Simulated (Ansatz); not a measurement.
# One shape, several levels: C2H8Sn (SMILES [CH3][SnH2][CH3])

We compute a comparison of 3 runs (HF/STO-3G, CAM-B3LYP/def2-SVP, CCSD(T)/3-21G) of C2H8Sn. 

Program for the calculation: Ansatz 0.2.0.

7 further runs of the same task are left out: 2 for a known fault of the program, 1 that didn't finish, 4 set aside as unsound or not needed.

## (1) The structure to begin with

The species is C2H8Sn (11 atoms), meant as a singlet with charge 0. SMILES: `[CH3][SnH2][CH3]`. The coordinates come from a PBE0-D4/def2-TZVP relaxation.

Bond lengths: C1–Sn2 2.142 Å, Sn2–C3 2.142 Å, C1–H4 1.090 Å, C1–H5 1.091 Å, C1–H6 1.090 Å, Sn2–H7 1.715 Å, Sn2–H8 1.714 Å, C3–H9 1.091 Å, C3–H10 1.091 Å, C3–H11 1.090 Å. Some angles: C1–Sn2–C3 109.9°, C1–Sn2–H7 109.6°, C1–Sn2–H8 109.6°, C3–Sn2–H7 109.6°, C3–Sn2–H8 109.6°, Sn2–C1–H4 110.4°, Sn2–C1–H5 110.0°, Sn2–C1–H6 110.0°, Sn2–C3–H9 110.0°, Sn2–C3–H10 110.0°.

## (2) Energy and forces at HF/STO-3G (run 1)

The input, molecule.yaml:

```yaml
crystal:
  periodic: [false, false, false]
  atoms:
    - {symbol: C, position_ang: [-1.307400, 1.130300, -0.468000]}
    - {symbol: Sn, position_ang: [-0.265100, -0.733200, -0.293100]}
    - {symbol: C, position_ang: [1.579900, -0.440400, 0.755600]}
    - {symbol: H, position_ang: [-2.247700, 0.990800, -1.001600]}
    - {symbol: H, position_ang: [-0.696200, 1.849300, -1.014700]}
    - {symbol: H, position_ang: [-1.521700, 1.532000, 0.522900]}
    - {symbol: H, position_ang: [0.054000, -1.363500, -1.855300]}
    - {symbol: H, position_ang: [-1.238300, -1.860000, 0.557000]}
    - {symbol: H, position_ang: [2.206000, 0.271600, 0.216700]}
    - {symbol: H, position_ang: [1.382900, -0.050200, 1.754700]}
    - {symbol: H, position_ang: [2.118800, -1.383600, 0.846500]}
basis:
  gaussian:
    orbitals: STO-3G
hamiltonian:
  xc: hf
accuracy: high
output:
  forces: true
  orbitals: {seedname: orbitals}
```

Command:

```sh
$ ansatz run molecule.yaml --threads 1 --pin off --max-ram 2610MiB --events-out events.jsonl --progress --plain --runs-dir runs
```

The log of the run (excerpt; [...] marks lines left out):

```text
Warning: RAYON_NUM_THREADS=1 ignored (pool sized by the plan → 1); use --threads N
Functional definition: HF
  name "HF"
[...]
897 factors; integrals over basis functions are off by at most 4.4e-9 eV
[...]
mean field -164432.86205062 eV, -6042.7962237634 hartree, gradient 2.3e-8 eV, S^2 0.000000; 0 other end points of the search recorded, 0 dependent functions left out
[...]
reference -164432.86205062 eV, -6042.7962237634 hartree; 35, 35 occupied and 10, 10 virtual orbitals, 897 factors
Total energy: -164432.86205062 eV, -6042.7962237634 hartree
Atom 0 at    -1.307400     1.130300    -0.468000 Å, force     0.407945    -0.623205     0.085644 eV/Å
Atom 1 at    -0.265100    -0.733200    -0.293100 Å, force    -0.388485    -1.043023    -0.423060 eV/Å
Atom 2 at     1.579900    -0.440400     0.755600 Å, force    -0.654436    -0.044823    -0.362827 eV/Å
Atom 3 at    -2.247700     0.990800    -1.001600 Å, force     0.306864     0.264283     0.219294 eV/Å
Atom 4 at    -0.696200     1.849300    -1.014700 Å, force    -0.419613    -0.104908     0.240282 eV/Å
Atom 5 at    -1.521700     1.532000     0.522900 Å, force    -0.027297     0.047726    -0.487401 eV/Å
Atom 6 at     0.054000    -1.363500    -1.855300 Å, force    -0.238017     0.548284     1.265665 eV/Å
Atom 7 at    -1.238300    -1.860000     0.557000 Å, force     0.793587     0.944393    -0.660452 eV/Å
Atom 8 at     2.206000     0.271600     0.216700 Å, force    -0.065713    -0.296676     0.389125 eV/Å
Atom 9 at     1.382900    -0.050200     1.754700 Å, force     0.325785    -0.143788    -0.340272 eV/Å
Atom 10 at     2.118800    -1.383600     0.846500 Å, force    -0.040619     0.451737     0.074000 eV/Å
Dipole moment:    -0.005390    -0.014499    -0.005864 e Å
```

Wall time 1.9 s (1 thread of Arm Neoverse V2, shared host); peak memory 0.11 GiB.

## (3) Energy and gradient at CAM-B3LYP/def2-SVP (core potential) (run 2)

Changes to molecule.yaml since step 2:

```diff
@@ -1 +1,4 @@
+basis:
+  gaussian:
+    orbitals: def2-SVP
 crystal:
@@ -14,7 +17,4 @@
     - {symbol: H, position_ang: [2.118800, -1.383600, 0.846500]}
-basis:
-  gaussian:
-    orbitals: STO-3G
 hamiltonian:
-  xc: hf
+  xc: {name: CAM-B3LYP}
 accuracy: high
```

Command:

```sh
$ ansatz run molecule.yaml --threads 1 --pin off --max-ram 2610MiB --events-out events.jsonl --progress --plain --runs-dir runs
```

The log of the run (excerpt; [...] marks lines left out):

```text
Warning: RAYON_NUM_THREADS=1 ignored (pool sized by the plan → 1); use --threads N
Functional definition: CAM-B3LYP
  name "CAM-B3LYP"
[...]
2366 factors; integrals over basis functions are off by at most 3.4e-9 eV
485 factors; integrals over basis functions are off by at most 2.3e-9 eV
[...]
mean field -8031.79778895 eV, -295.1631245957 hartree, gradient 4.0e-8 eV, S^2 0.000000; 0 other end points of the search recorded, 0 dependent functions left out
[...]
reference -8031.79781117 eV, -295.1631254124 hartree; 21, 21 occupied and 73, 73 virtual orbitals, 2366 factors
Total energy: -8031.79781117 eV, -295.1631254124 hartree
Atom 0 at    -1.307400     1.130300    -0.468000 Å, force     0.083854    -0.159248     0.008667 eV/Å
Atom 1 at    -0.265100    -0.733200    -0.293100 Å, force    -0.043557    -0.116645    -0.047632 eV/Å
Atom 2 at     1.579900    -0.440400     0.755600 Å, force    -0.152826    -0.030125    -0.090086 eV/Å
Atom 3 at    -2.247700     0.990800    -1.001600 Å, force    -0.253288    -0.017143    -0.139509 eV/Å
Atom 4 at    -0.696200     1.849300    -1.014700 Å, force     0.144542     0.199297    -0.140261 eV/Å
Atom 5 at    -1.521700     1.532000     0.522900 Å, force    -0.065012     0.120319     0.252432 eV/Å
Atom 6 at     0.054000    -1.363500    -1.855300 Å, force     0.006472    -0.014610    -0.034004 eV/Å
Atom 7 at    -1.238300    -1.860000     0.557000 Å, force    -0.021557    -0.025665     0.017923 eV/Å
Atom 8 at     2.206000     0.271600     0.216700 Å, force     0.176132     0.183390    -0.126941 eV/Å
Atom 9 at     1.382900    -0.050200     1.754700 Å, force    -0.032619     0.101843     0.264673 eV/Å
Atom 10 at     2.118800    -1.383600     0.846500 Å, force     0.157858    -0.241414     0.034737 eV/Å
Dipole moment:     0.051492     0.138299     0.056069 e Å
```

Run time: 12 s. Hardware: 1 thread of Arm Neoverse V2, shared host; peak memory 0.39 GiB.

## (4) Energy and gradient at CCSD(T)/3-21G (run 3)

The input, in.yaml:

```yaml
crystal:
  periodic: [false, false, false]
  atoms:
    - {symbol: C, position_ang: [-1.307400, 1.130300, -0.468000]}
    - {symbol: Sn, position_ang: [-0.265100, -0.733200, -0.293100]}
    - {symbol: C, position_ang: [1.579900, -0.440400, 0.755600]}
    - {symbol: H, position_ang: [-2.247700, 0.990800, -1.001600]}
    - {symbol: H, position_ang: [-0.696200, 1.849300, -1.014700]}
    - {symbol: H, position_ang: [-1.521700, 1.532000, 0.522900]}
    - {symbol: H, position_ang: [0.054000, -1.363500, -1.855300]}
    - {symbol: H, position_ang: [-1.238300, -1.860000, 0.557000]}
    - {symbol: H, position_ang: [2.206000, 0.271600, 0.216700]}
    - {symbol: H, position_ang: [1.382900, -0.050200, 1.754700]}
    - {symbol: H, position_ang: [2.118800, -1.383600, 0.846500]}
basis:
  gaussian:
    orbitals: 3-21G-spherical.json
accuracy: high
output: {forces: true, orbitals: {seedname: orbitals}}
scf:
  omitted_lower_state_checks: [cluster_reference, increment]
total_charge: 0
correlation:
  method: ccsd_t
  frozen_orbitals: {C: 1, H: 0, Sn: 18}
```

The basis set 3-21G is read from a file made from the Basis Set Exchange's data (not shown).

Command:

```sh
$ ansatz run in.yaml --threads 1 --pin off --max-ram 2610MiB --events-out events.jsonl --progress --plain --runs-dir runs
```

The log of the run (excerpt; [...] marks lines left out):

```text
Warning: RAYON_NUM_THREADS=1 ignored (pool sized by the plan → 1); use --threads N
[... 2 set-up lines as earlier in the session ...]
[...]
1466 factors; integrals over basis functions are off by at most 1.0e-8 eV
[...]
mean field -165342.37835775 eV, -6076.2203315578 hartree, gradient 5.6e-9 eV, S^2 0.000000; 0 other end points of the search recorded, 0 dependent functions left out
20 core orbitals not correlated: weight in the atoms' cores, before any rotation towards them, 1.000 or more for the frozen orbitals, at most 0.000 for the correlated occupied ones
reference -165342.37835775 eV, -6076.2203315578 hartree; 15, 15 occupied and 30, 30 virtual orbitals, 1466 factors
second order -6.51570531 eV of doubles, -0.00000000 eV of singles
cycle   1  -7.28992235 eV  change   -7.7e-1 eV  update   7.4e-2
[...]
cycle  18  -7.71327694 eV  change    1.9e-9 eV  update   2.4e-9
perturbative correction -0.16464067 eV, -0.0060504328 hartree
[...]
Atom 1 at    -0.265100    -0.733200    -0.293100 Å, force    -0.026005    -0.069406    -0.028553 eV/Å
Atom 2 at     1.579900    -0.440400     0.755600 Å, force     0.230076     0.016514     0.124715 eV/Å
Atom 3 at    -2.247700     0.990800    -1.001600 Å, force    -0.307121     0.073530    -0.149729 eV/Å
Atom 4 at    -0.696200     1.849300    -1.014700 Å, force     0.102691     0.290175    -0.149209 eV/Å
Atom 5 at    -1.521700     1.532000     0.522900 Å, force    -0.111025     0.209521     0.251161 eV/Å
Atom 6 at     0.054000    -1.363500    -1.855300 Å, force     0.142108    -0.302419    -0.723565 eV/Å
Atom 7 at    -1.238300    -1.860000     0.557000 Å, force    -0.452532    -0.531185     0.386017 eV/Å
Atom 8 at     2.206000     0.271600     0.216700 Å, force     0.263064     0.204222    -0.081243 eV/Å
Atom 9 at     1.382900    -0.050200     1.754700 Å, force     0.050302     0.120918     0.318085 eV/Å
Atom 10 at     2.118800    -1.383600     0.846500 Å, force     0.249677    -0.229997     0.086339 eV/Å
Dipole moment:     0.044817     0.120368     0.048802 e Å
Checks for a lower state left out: cluster_reference, increment
```

Run time: 13 s. Hardware: 1 thread of Arm Neoverse V2, shared host; peak memory 0.3 GiB.

## (5) The series

| run | level | core potential | frozen core orbitals | energy (Eh) | dipole moment (D) | HOMO energy (eV) | LUMO energy (eV) | wall time |
| --- | --- | --- | --- | --- | --- | --- | --- | --- |
| 1 | HF/STO-3G | none | – | -6042.796224 | 0.08 | -9.10 | 11.90 | 1.9 s |
| 2 | CAM-B3LYP/def2-SVP (core potential) | def2-SVP | – | -295.163125 | 0.76 | -9.30 | 2.00 | 12 s |
| 3 | CCSD(T)/3-21G | none | 20 | -6076.509840 | 0.66 | -10.77 | 4.16 | 13 s |

## (6) What came out

```
                                           quantity           value
                                run 3: total energy  -6076.50984 Eh
          run 3: dipole moment (correlated density)          0.66 D
         run 3: HOMO energy (Hartree–Fock orbitals)       -10.77 eV
         run 3: LUMO energy (Hartree–Fock orbitals)         4.16 eV
       run 3: HOMO–LUMO gap (Hartree–Fock orbitals)        14.93 eV
run 3: correlation energy (20 core orbitals frozen)      -289.5 mEh
                              run 3: (T) correction       -6.05 mEh
                               run 3: T1 diagnostic           0.007
                    run 3: largest force on an atom      0.797 eV/Å
```

**Reading.** The dipole moment (its size) runs from 0.08 D (HF/STO-3G) to 0.76 D (CAM-B3LYP/def2-SVP). The two ends differ in method and basis and core potential. The two dipoles point in opposite directions. Some runs of one species differ in core potentials or relativity; totals across that change don't compare. In run 1 the basis is minimal, so the values are rough. In runs 1, 3 relativity is left out where basis or elements ask for it. All runs together took 27 s, the longest 13 s.
